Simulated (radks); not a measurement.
# Polarisabilities and dispersion coefficients of Ni, Cu⁺, Zn²⁺ and others

The task here is to estimate one member of a computed series from the others.

Program: radks (a radial shooting solver on a logarithmic mesh, Libxc functionals) version 1. Level of theory: non-relativistic Kohn-Sham, PBE, spin-polarised, spherical densities, point nucleus; open shells are filled with parallel spins first. These are calculated values, not measurements, unless marked.

## What is computed

* species: Ni ([Ar] 3d8 4s2), Cu⁺ ([Ar] 3d10), Zn²⁺ ([Ar] 3d10), Ga³⁺ ([Ar] 3d10), Ge⁴⁺ ([Ar] 3d10), As⁵⁺ ([Ar] 3d10), Se⁶⁺ ([Ar] 3d10), Br⁷⁺ ([Ar] 3d10), Kr⁸⁺ ([Ar] 3d10)

The first run:

Settings of this run:

```text
Z 28
configuration [Ar] 3d8 4s2
relativity non-relativistic
functional pbe,pbe
spin polarised
nucleus point
response adiabatic LDA kernel
```

Among the steps run: Ni, [Ar] 3d8 4s2; Cu⁺, [Ar] 3d10; Zn²⁺, [Ar] 3d10; Ga³⁺, [Ar] 3d10; Ge⁴⁺, [Ar] 3d10; As⁵⁺, [Ar] 3d10; Se⁶⁺, [Ar] 3d10; Br⁷⁺, [Ar] 3d10; Kr⁸⁺, [Ar] 3d10.

One of the session's tables, all rows but one given; the rest of the session is left out.

```
species  −ε(HOMO) (eV)  α (bohr³)  α uncoupled (bohr³)  C6 (hartree bohr⁶)  C8 (hartree bohr⁸)
     Ni          5.352      48.43                87.07               389.9                   -
    Cu⁺         13.752      8.193                11.03               27.69               610.2
   Zn²⁺         31.081      2.949                3.730               7.891               97.40
   Ga³⁺         52.852      1.459                1.787               3.248               27.70
   Ge⁴⁺         78.549     0.8531                1.025               1.624               10.57
   As⁵⁺         107.89     0.5523               0.6545              0.9154               4.806
   Se⁶⁺         140.70     0.3827               0.4491              0.5595               2.455
   Br⁷⁺              ?          ?                    ?                   ?                   ?
   Kr⁸⁺         216.36     0.2097               0.2426              0.2456              0.8028
```

**Question.** Estimate the row for Br⁷⁺.

The run gave: −ε(HOMO) (eV): 176.89; α (bohr³): 0.2783; α uncoupled (bohr³): 0.3240; C6 (hartree bohr⁶): 0.3626; C8 (hartree bohr⁸): 1.361. In the column «−ε(HOMO) (eV)» it lies between Se⁶⁺ (140.70) and Kr⁸⁺ (216.36).

In words: Uncoupled leaves out the potential induced by the response; C6 and C8 are for like pairs. Ni is the most polarisable and Kr⁸⁺ the least, a factor 231 apart. For the pair Ni–Kr⁸⁺ the Casimir-Polder integral gives C6 = 4.016, the rule 2·Ca·Cb/(Ca·αb/αa + Cb·αa/αb) on the like-pair values 3.280. Against the recommended values (Schwerdtfeger and Nagle, 2023 table) the misses are Ni -1 %. C8 is given only where no p, d or f shell is open. For heavy and open-shell atoms this level can miss by tens of per cent.
